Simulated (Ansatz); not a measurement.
**Ni: a surface, (111), 4 layers**

Aim: cut a slab of Ni (111), 4 layers from the relaxed bulk, relax it, and get surface energy and work function. Methods of the runs shown: LAPW, norm-conserving and crystal datasets. Companion runs by PAW are cited. Its runs: bulk in the slab's orientation (LAPW); the reference run (LAPW, norm-conserving and crystal datasets); atoms relaxed (LAPW); no images along the normal (LAPW).

Method: DFT PBE, with the methods named in each step, in Ansatz 0.2.0.

**1. Starting point**

The structure is cubic, space group Fm-3m (No. 225). Conventional cell: a = 3.519 Å, b = 3.519 Å, c = 3.519 Å, α = 90.00°, β = 90.00°, γ = 90.00°. Ni (site symmetry m-3m) is surrounded by 12 Ni at 2.49 Å.

Coordinates:

```
CELL_PARAMETERS angstrom
0.00000 1.75931 -1.75931
-1.75931 0.00000 1.75931
3.51862 3.51862 3.51862
ATOMIC_POSITIONS crystal
Ni 0.00000 0.00000 0.00000
Ni 0.33333 0.66667 0.33333
Ni 0.66667 0.33333 0.66667
```

Atoms are numbered in the order of the input: Ni1, Ni2, Ni3.

**2. Bulk in the slab's orientation, LAPW**

input.yaml reads:

```yaml
crystal:
  lattice:
    - [0.0, 1.7593077821, -1.7593077821]
    - [-1.7593077821, 0.0, 1.7593077821]
    - [3.5186155641, 3.5186155641, 3.5186155641]
  atoms:
    - { symbol: Ni, position: [0.0, 0.0, 0.0], spin: 1.0 }
    - { symbol: Ni, position: [0.333333333, 0.666666667, 0.333333333], spin: 1.0 }
    - { symbol: Ni, position: [0.666666667, 0.333333333, 0.666666667], spin: 1.0 }
magnetization:
  spin_polarized: true
kpoints:
  mp_grid: { grid: [19, 19, 7] }
scf:
  occupations: { method: fermi_dirac, width: 0.05 }
hamiltonian:
  xc: pbe
  pseudopotentials: { kind: all_electron, lapw: { basis_error: 0.001 } }
output:
  forces: true
  stress: true
  eigenvalues: true
```

Command:

```bash
> ansatz run input.yaml --threads 2 --pin off --max-ram 6144MiB --backend cpu --events-out ev --progress --plain --runs-dir out
```

After this run come: Slab as cut, LAPW; Atoms relaxed, LAPW; Slab as cut, norm-conserving; Slab as cut, crystal datasets; No images along the normal, LAPW.

Q: Predict the outcome of this session. Wanted: surface energy; work function; outer layer spacing (for each run or level that gives them).

The runs gave:

| quantity | value |
| --- | --- |
| surface energy (LAPW, relaxed) | 1.93 J/m² |
| work function (LAPW, relaxed) | 5.06 eV |
| outer layer spacing (LAPW) | 2.03 → 2.01 Å |
| work function (norm-conserving, relaxed) | 5.05 eV |
| work function (crystal datasets, relaxed) | 5.06 eV |
| surface energy (PAW, relaxed) | 1.93 J/m² |
| work function (PAW, relaxed) | 5.06 eV |
| outer layer spacing (PAW) | 2.03 → 2.01 Å |

**Reading.** By LAPW the surface costs 1.94 J/m² as cut and 1.93 J/m² relaxed. The outermost spacing changes by -1.3 % (LAPW). The outermost spacing changes by -1.3 % (PAW). Thickness wasn't converged, and no reconstruction was sought. Other magnetic orders may lie lower; this is the state that the run reached.
